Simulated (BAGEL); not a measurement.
**RI-MP2/6-311+G(d,p) (density fitting with cc-pvqz-jkfit) run of AlF3 (SMILES F[Al](F)F)**

Aim: the energy change on altering one bond length of AlF3 at RI-MP2/6-311+G** (density fitting with cc-pvqz-jkfit), from 2 runs. 

The calculation is run with BAGEL 1.2.2.

2 further runs of the same task are left out: 1 that didn't finish, 1 set aside as unsound or not needed.

### Step 1. The system as given

AlF3 has 4 atoms, charge 0, and is taken as a singlet. SMILES: `F[Al](F)F`. The shape is that of a PBE0-D4/def2-TZVP optimisation.

Bond lengths: F1–Al2 1.629 Å, Al2–F3 1.629 Å, Al2–F4 1.629 Å. Angles: F1–Al2–F3 120.0°, F1–Al2–F4 120.0°, F3–Al2–F4 120.0°.

### Step 2. A single-point energy at RI-MP2/6-311+G(d,p) (density fitting with cc-pvqz-jkfit)

Contents of input.json:

```json
{ "bagel" : [

{
  "title" : "molecule",
  "basis" : "6-311+gss.json",
  "df_basis" : "cc-pvqz-jkfit",
  "angstrom" : true,
  "geometry" : [
    { "atom" : "F", "xyz" : [    0.859410,   -0.722590,    1.180170 ] },
    { "atom" : "Al", "xyz" : [    0.000000,   -0.000010,    0.000000 ] },
    { "atom" : "F", "xyz" : [   -1.440740,   -0.612530,   -0.450110 ] },
    { "atom" : "F", "xyz" : [    0.581330,    1.335130,   -0.730040 ] }
  ]
},
{
  "title" : "hf",
  "charge" : 0
},
{
  "title" : "mp2",
  "charge" : 0,
  "ncore" : 8
}

]}
```

The basis set 6-311+G** is read from a file made from the Basis Set Exchange's data (not shown).

Run with:

```console
$ BAGEL_NUM_THREADS=1 BAGEL input.json > input.out
```

The program printed:

```text
* using 1 threads per process

  ===============================================================
  ===============================================================

  *** Geometry ***

  { "atom" : "F", "xyz" : [      1.624050,     -1.365497,      2.230198 ] },
  { "atom" : "Al", "xyz" : [      0.000000,     -0.000019,      0.000000 ] },
  { "atom" : "F", "xyz" : [     -2.722604,     -1.157514,     -0.850585 ] },
  { "atom" : "F", "xyz" : [      1.098554,      2.523030,     -1.379576 ] },

  Number of auxiliary basis functions:      466

  Since a DF basis is specified, we compute 2- and 3-index integrals:
    o Being stored without compression. Storage requirement is 0.034 GB

  Number of basis functions:       96
  Number of electrons      :       40

    * METHOD: MOLECULE                             0.14

  *** RHF ***

  === Nuclear Repulsion ===
   159.6005261539

      * DIIS with orbital gradients will be used.

  === RHF iteration (6-311+gss.json) ===
      0       -540.05079806          0.04356398           0.05
      1       -540.31173052          0.03277726           0.04
      2       -540.55264026          0.00100724           0.04
      3       -540.55320220          0.00015957           0.04
      4       -540.55321796          0.00003877           0.05
      5       -540.55321891          0.00001083           0.05
      6       -540.55321899          0.00000204           0.04
      7       -540.55321899          0.00000066           0.04
      8       -540.55321899          0.00000016           0.04
      9       -540.55321899          0.00000003           0.04
     10       -540.55321899          0.00000001           0.05
    * SCF iteration converged.

    * Permanent dipole moment:
           (    0.000000,     0.000049,     0.000025) a.u.

    * METHOD: HF                                   0.60

  *** RHF ***

  === Nuclear Repulsion ===
   159.6005261539

      * DIIS with orbital gradients will be used.

  === RHF iteration (6-311+gss.json) ===
      0       -540.55321899          0.00000000           0.04
    * SCF iteration converged.

    * Permanent dipole moment:
           (    0.000000,     0.000049,     0.000025) a.u.

  === DF-MP2 calculation ===

    * freezing 8 orbitals
    * 3-index integral transformation done
    * assembly done

      MP2 correlation energy:   -0.6859075253      0.03

      MP2 total energy:       -541.2391265152

    * METHOD: MP2                                  0.13

  ===============================================================
```

It took 1.1 s on 1 thread of Intel Xeon 6975P-C (Granite Rapids), shared host; peak memory 0.11 GiB.

### Step 3. The distorted shape at the same level

Contents of mp2.json:

```json
{ "bagel": [

{
  "title": "molecule",
  "basis": "6-311+gss.json",
  "df_basis": "cc-pvqz-jkfit",
  "angstrom": true,
  "geometry": [
    { "atom": "F", "xyz": [       1.579744,      -0.416345,       1.405214 ] },
    { "atom": "Al", "xyz": [       0.720334,       0.306235,       0.225044 ] },
    { "atom": "F", "xyz": [      -1.440740,      -0.612530,      -0.450110 ] },
    { "atom": "F", "xyz": [       1.301664,       1.641375,      -0.504996 ] }
  ]
},

{ "title": "hf" },

{ "title": "mp2", "ncore": 8 }

]}
```

The basis set 6-311+G** is read from a file made from the Basis Set Exchange's data (not shown).

Run with:

```console
$ BAGEL_NUM_THREADS=1 BAGEL mp2.json > mp2.out
```

The program printed:

```text
* using 1 threads per process

  ===============================================================
  ===============================================================

  *** Geometry ***

  { "atom" : "F", "xyz" : [      2.985284,     -0.786778,      2.655470 ] },
  { "atom" : "Al", "xyz" : [      1.361234,      0.578700,      0.425272 ] },
  { "atom" : "F", "xyz" : [     -2.722604,     -1.157514,     -0.850585 ] },
  { "atom" : "F", "xyz" : [      2.459788,      3.101749,     -0.954304 ] },

  Number of auxiliary basis functions:      466

  Since a DF basis is specified, we compute 2- and 3-index integrals:
    o Being stored without compression. Storage requirement is 0.034 GB

  Number of basis functions:       96
  Number of electrons      :       40

    * METHOD: MOLECULE                             0.14

  *** RHF ***

  === Nuclear Repulsion ===
   140.6945857669

      * DIIS with orbital gradients will be used.

  === RHF iteration (6-311+gss.json) ===
      0       -539.83674472          0.04531405           0.05
      1       -539.98254974          0.04237637           0.04
      2       -540.41542437          0.00398555           0.05
      3       -540.41958502          0.00125322           0.05
      4       -540.42020248          0.00026521           0.04
      5       -540.42027155          0.00009441           0.04
      6       -540.42028293          0.00002740           0.04
      7       -540.42028385          0.00000522           0.04
      8       -540.42028388          0.00000137           0.04
      9       -540.42028388          0.00000051           0.05
     10       -540.42028388          0.00000014           0.04
     11       -540.42028388          0.00000003           0.04
     12       -540.42028388          0.00000001           0.04
     13       -540.42028388          0.00000001           0.04
    * SCF iteration converged.

    * Permanent dipole moment:
           (   -1.283175,    -0.545487,    -0.400861) a.u.

    * METHOD: HF                                   0.72

  *** RHF ***

  === Nuclear Repulsion ===
   140.6945857669

      * DIIS with orbital gradients will be used.

  === RHF iteration (6-311+gss.json) ===
      0       -540.42028388          0.00000001           0.05
    * SCF iteration converged.

    * Permanent dipole moment:
           (   -1.283175,    -0.545487,    -0.400860) a.u.

  === DF-MP2 calculation ===

    * freezing 8 orbitals
    * 3-index integral transformation done
    * assembly done

      MP2 correlation energy:   -0.7056181336      0.03

      MP2 total energy:       -541.1259020125

    * METHOD: MP2                                  0.14

  ===============================================================
```

Run time: 1.3 s. Hardware: 1 thread of Intel Xeon 6975P-C (Granite Rapids), shared host; peak memory 0.11 GiB.

### Step 4. Summary of results

Level: RI-MP2/6-311+G** (density fitting with cc-pvqz-jkfit), 8 core orbitals frozen.

```
                                                          quantity          value
                                         first shape: total energy  -541.23913 Eh
          first shape: correlation energy (8 core orbitals frozen)     -685.9 mEh
                                     distorted shape: total energy  -541.12590 Eh
      distorted shape: correlation energy (8 core orbitals frozen)     -705.6 mEh
energy change with the Al2–F3 bond stretched from 1.629 to 2.443 Å       3.081 eV
```

**Reading.** With the Al2–F3 bond stretched from 1.629 to 2.443 Å the energy rises by 3.08 eV (297 kJ/mol). The first shape isn't relaxed at this level, so the change isn't measured from a minimum.
